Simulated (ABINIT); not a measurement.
Input of an ABINIT 10.8.3 (patched build) run:

File run.py:

```python
import json, os
import numpy as np
from ase.units import GPa
from ase.calculators.abinit import Abinit, AbinitProfile
from ase.io import read

atoms = read('TaVN2.cif')
atoms.set_initial_magnetic_moments([0.0, 2.0, 0.0, 0.0])

profile = AbinitProfile(command='abinit', pp_paths=[os.path.abspath('pseudos')])
params = dict(
    pps='pawxml', xc='PBE',
    ecut=707.496,
    pawecutdg=1306.1465,
    pawxcdev=0,
    kptopt=1,
    ngkpt=[9, 9, 6],
    nshiftk=1,
    shiftk=[0.0, 0.0, 0.0],
    ixc=11,
    nband=23,
    occopt=3,
    tsmear=0.05,
    nstep=100,
    tolvrs=1e-09,
    prtwf=0,
    prtden=0,
)

atoms.calc = Abinit(profile=profile, directory='run', **params)
energy = atoms.get_potential_energy()
forces = atoms.get_forces()
stress = atoms.get_stress()
print(f'energy {energy:.6f} eV')
print('forces (eV/A)')
print(np.round(forces, 5))
print('stress (GPa, Voigt, tension positive)', np.round(stress / GPa, 4))
json.dump(dict(energy=energy, forces=forces.tolist(), stress=stress.tolist(), cell=atoms.cell.tolist(), frac=atoms.get_scaled_positions(wrap=False).tolist()), open('results.json', 'w'))
```

TaVN2.cif

```cif
data_TaVN2
_cell_length_a 3.04986700
_cell_length_b 3.04986700
_cell_length_c 4.29606200
_cell_angle_alpha 90.00000000
_cell_angle_beta 90.00000000
_cell_angle_gamma 90.00000000
_space_group_name_H-M_alt 'P1'
_space_group_name_Hall 'P 1'
_space_group_IT_number 1
loop_
_space_group_symop_operation_xyz
'x,y,z'
loop_
_atom_site_label
_atom_site_type_symbol
_atom_site_symmetry_multiplicity
_atom_site_Wyckoff_symbol
_atom_site_fract_x
_atom_site_fract_y
_atom_site_fract_z
_atom_site_occupancy
Ta1 Ta 1 a 0.0000000000 0.0000000000 0.0000000000 1
V1 V 1 a 0.5000000000 0.5000000000 0.5000000000 1
N1 N 1 a 0.5000000000 0.5000000000 0.0000000000 1
N2 N 1 a 0.0000000000 0.0000000000 0.5000000000 1
```

Potentials or basis: JTH PAW PBE v2.0.

Run with:

```console
$ python run.py
```

(1) Predict the pressure.

(2) Predict the net moment.

(3) Estimate the site moments.

(4) Estimate the band gap on the k mesh.

## Answers

(1) -0.4 GPa.

(2) 1.12 μB per cell.

(3) Ta -0.05; V +1.03; N +0.01 μB.

(4) none (metal or under the smearing width).
